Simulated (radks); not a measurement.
# Ionisation of Sn⁺: one atom, several choices of relativity

An exercise on one series of results from a longer session: the logs are not shown, and one member is left open.

The numbers are computed with radks (a radial shooting solver on a logarithmic mesh, Libxc functionals) version 1 (Kohn-Sham, LDA (Slater exchange, Perdew-Wang correlation), spin-unpolarised, spherical densities), except any that are marked as measured or tabulated.

### The system

* element: tin (Z = 50)
* charge: +1
* electrons: 49
* configuration: [Kr] 4d10 5s2 5p1
* ion: Sn²⁺, [Kr] 4d10 5s2
* choices: non-relativistic; scalar-relativistic; Dirac, 2j+1 shares; Dirac, low j first; scalar-relativistic, finite nucleus; Dirac, 2j+1 shares, finite nucleus; Dirac, c × 100; Dirac, c × 5; Dirac, c × 0.85

Set-up of the first run:

Settings of this run:

```text
Z 50
configuration [Kr] 4d10 5s2 5p1 6s0 4f0
relativity non-relativistic
functional lda,pw
spin unpolarised
nucleus point
```

Among the steps run: non-relativistic: Sn⁺.

One table of the session follows, with a row left open; its other results are not shown here.

It belongs to the step «non-relativistic: Sn⁺». Radial density 4πr²ρ:

```
r (bohr)  4πr²ρ (e/bohr)
 0.00119           1.390
 0.00199           3.574
 0.00334           8.830
 0.00558               ?
 0.00931           37.82
  0.0155           57.30
  0.0259           61.68
  0.0433           54.86
  0.0722           73.44
   0.120           73.63
   0.201           59.30
   0.335           57.28
   0.564           20.27
   0.941           21.08
    1.57           5.577
    2.62           1.492
    4.37          0.1962
```

Q: Estimate the row for r (bohr) = 0.00558 from the others.

Worked estimate for «4πr²ρ (e/bohr)». A straight line through the neighbours (0.00334, 8.830) and (0.00931, 37.82) gives 8.830 + (37.82 − 8.830) × (0.00558 − 0.00334) / (0.00931 − 0.00334) = 19.71; a parabola fitted to 4 rows on both sides gives 21.21.

The run gave: 4πr²ρ (e/bohr): 19.67. In «4πr²ρ (e/bohr)» the line misses by +0.04 and the parabola by +1.54.

To keep in mind: Spin polarisation and multiplet splitting of open shells are left out at every level.
